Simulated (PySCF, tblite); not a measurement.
**C₄H₁₀AsOSi radical: geometry, infrared bands and EPR parameters**

What infrared bands and EPR parameters should C₄H₁₀AsOSi radical (`C[AsH][Si@H]1[CH]CCO1`) show?

The runs use tblite 0.8.0 and PySCF 2.14.0, with density-fitted response routines of our own; the level of theory stands in each step. All values are computed, except where a source is named. Atoms count from 0, in the outputs and in this text.

## Step 1: The starting structure

17 atoms, charge 0, multiplicity 2; geometry from: force field or distance geometry start.

Bonds of the start (Å): C0–As1 1.98, As1–Si2 2.28, Si2–C3 1.88, C3–C4 1.48, C4–C5 1.46, C5–O6 1.36, O6–Si2 1.73, C0–H7 1.12, C0–H8 1.11, C0–H9 1.11, As1–H10 1.57, Si2–H11 1.46, C3–H12 1.12, C4–H13 1.11, C4–H14 1.12, C5–H15 1.13, C5–H16 1.12.

## Step 2: Optimising the geometry with GFN2-xTB

Job settings and geometry (Å):

```
{"job": {"kind": "relax", "xc": "GFN2-xTB", "basis": "xTB"}, "charge": 0, "multiplicity": 2}
C      3.352600     0.436000     0.595700
As     2.041600    -1.042800     0.557900
Si    -0.008800    -0.428100    -0.228400
C     -1.438300    -1.263100     0.657800
C     -2.444300    -0.174800     0.593900
C     -1.851000     1.148900     0.447200
O     -0.496200     1.156600     0.282600
H      4.036800     0.381900     1.479400
H      2.856200     1.427800     0.555100
H      3.987400     0.331500    -0.305900
H      2.641200    -2.110000    -0.431900
H     -0.178800    -0.608900    -1.671800
H     -1.830300    -2.141500     0.092200
H     -3.150200    -0.176800     1.447500
H     -3.076300    -0.374000    -0.313600
H     -2.162000     1.789900     1.325800
H     -2.286500     1.659500    -0.443900
```

Run with:

```sh
OMP_NUM_THREADS=1 python probes_run.py task.json out
```

This one command runs all jobs of the session in turn.

**Question.** This job is followed by: GFN2-xTB harmonic vibrations, gas phase; UKS B3LYP, def2-TZVP-core on As, pcH-1 on C H O Si, non-relativistic, mean-field spin-orbit, GIAO. What will the session give for the following? strongest single infrared mode (GFN2-xTB); zero-point energy (GFN2-xTB); g(iso) (B3LYP); ⟨S²⟩; largest a(iso) (averaged by class); surface potential, 1st and 99th percentile.

**Answer**, as computed:

| quantity | value |
| --- | --- |
| strongest single infrared mode (GFN2-xTB) | 1872 cm⁻¹, 789 km/mol |
| zero-point energy (GFN2-xTB) | 78.8 kcal/mol |
| g(iso) (B3LYP) | 2.00278 |
| ⟨S²⟩ | 0.754 (exact 0.75) |
| largest a(iso) (averaged by class) | 1H on H13, 149.8 MHz |
| surface potential, 1st and 99th percentile | -1.42 V and 0.86 V |

What this shows: Over 146 steps the energy fell by 1.478 eV; of the close pairs, Si2–O6 changed most, 1.735 to 1.645 Å. No mode is imaginary among the 45: a minimum at this level. The strongest single mode, at 1872 cm⁻¹, moves mainly H10. Unscaled tight-binding wavenumbers are off by several per cent, some by more. Its intensities can rank the bands wrongly. C3 carries the largest spin population, 0.98 e. The isotropic g lies 0.5 ppt above the free-electron value. The hyperfine terms hold no scalar relativity, which the heavier nuclei need.
